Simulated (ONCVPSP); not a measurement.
**Pseudopotential generation for F: ONCV, LDA (Perdew-Wang 92)**

Task: generate the file, and judge it by its errors in other configurations, its logarithmic derivatives, its ghosts and its cutoff.

Method: ONCVPSP 4.0.1.1 (patched build), LDA (Perdew-Wang 92), scalar-relativistic.

### Step 1. Starting point

The settings as typed:

| Property | Result |
| --- | --- |
| element | fluorine (F, Z = 9) |
| type | optimised norm-conserving Vanderbilt (ONCV) |
| frozen core | [He] |
| valence charge | 7 |
| reference configuration | 2s2 2p5 |
| partial waves | 2s: rc 0.70 bohr, ncon 4, nbas 8, qcut 8.8 1/bohr, 3 projectors, debl 3.4 Ha; 2p: rc 1.00 bohr, ncon 3, nbas 6, qcut 16.3 1/bohr, 2 projectors, debl 2.9 Ha |
| local potential | polynomial inside 0.60 bohr (lpopt 2, dvloc0 3 Ha) |
| core correction | polynomial model core, fcfact 0.5 |

The outer shells as boxes (Hund's rule for the drawing; the calculation is spin-unpolarised):

```
[He] core
2s [↑↓]
2p [↑↓][↑↓][↑ ]
```

An earlier all-electron run gives the scale for the radii.

All-electron outer shells of the reference configuration (LDA (PZ), scalar-relativistic, ld1.x):

```tsv
shell	level (eV)	outermost node (bohr)	outermost maximum (bohr)
1s	-658.96	–	0.12
2s	-29.65	0.24	0.77
2p	-11.29	–	0.71
```

### Step 2. Generation

The input, F.dat:

```
# ATOM AND REFERENCE CONFIGURATION
# atsym  z   nc   nv     iexc    psfile
  F 9.00    1    2  -001012      upf
#
#   n    l    f
    1    0    2.00
    2    0    2.00
    2    1    5.00
#
# PSEUDOPOTENTIAL AND OPTIMIZATION
# lmax
    1
#
#   l,   rc,      ep,       ncon, nbas, qcut
    0    0.70    0.00    4    8    8.80
    1    1.00    0.00    3    6   16.30
#
# LOCAL POTENTIAL
# lloc, lpopt,  rc(5),   dvloc0
    4    2    0.60    3.00
#
# VANDERBILT-KLEINMAN-BYLANDER PROJECTORs
# l, nproj, debl
    0    3    3.40
    1    2    2.90
#
# MODEL CORE CHARGE
# icmod, fcfact, rcfact
    1    0.50    0.00
#
# LOG DERIVATIVE ANALYSIS
# epsh1, epsh2, depsh
   -3.00    5.00    0.02
#
# OUTPUT GRID
# rlmax, drl
    6.00    0.01
#
# TEST CONFIGURATIONS
# ncnf
    4
# nvcnf
#   n    l    f
    2
    2    0    2.00
    2    1    4.00
#
    2
    2    0    2.00
    2    1    3.00
#
    2
    2    0    2.00
    2    1    2.00
#
    2
    2    0    2.00
    2    1    4.50
#
```

Launch:

```console
$ oncvpsp.x < F.dat > F.out
```

Before running it: what results should come out? Wanted: cutoffs for 1 and 0.1 mHa per electron, occupied waves; bound ghosts; GHOST(+) flags; largest test error; largest phase difference near zero energy, channels read; rms error of d²Exc/dn², without and with the model core.

The runs gave:

| quantity | value |
| --- | --- |
| cutoffs for 1 and 0.1 mHa per electron, occupied waves | 147 Ha and 332 Ha |
| bound ghosts | s at -1613.09 eV |
| GHOST(+) flags | s at 4088 eV |
| largest test error (AE − PS) | +121 meV, for 2s2 2p2 |
| largest phase difference near zero energy, channels read | 0.000 rad |
| rms error of d²Exc/dn², without and with the model core | 2.70 and 0.97 mHa |

It has a bound ghost (s), a state that the atom doesn't have, and that rules the file out. By total energies transferability is fair for so large an energy: the largest error is 121 meV on 118.8 eV, for 2s2 2p2. That test lies far up in energy; among those under 40 eV, nearer to bonding, the largest error is 1.9 meV. By its cutoff, 147 Ha for the looser tolerance, it is very hard. At the looser tolerance the 2s wave is the slowest; 2p needs 68 Ha. Near zero energy the phases of the channels with partial waves agree within 0.001 rad. The program also flags highly localised states, GHOST(+) (s). These are tests on the free atom; a crystal test is still owed.
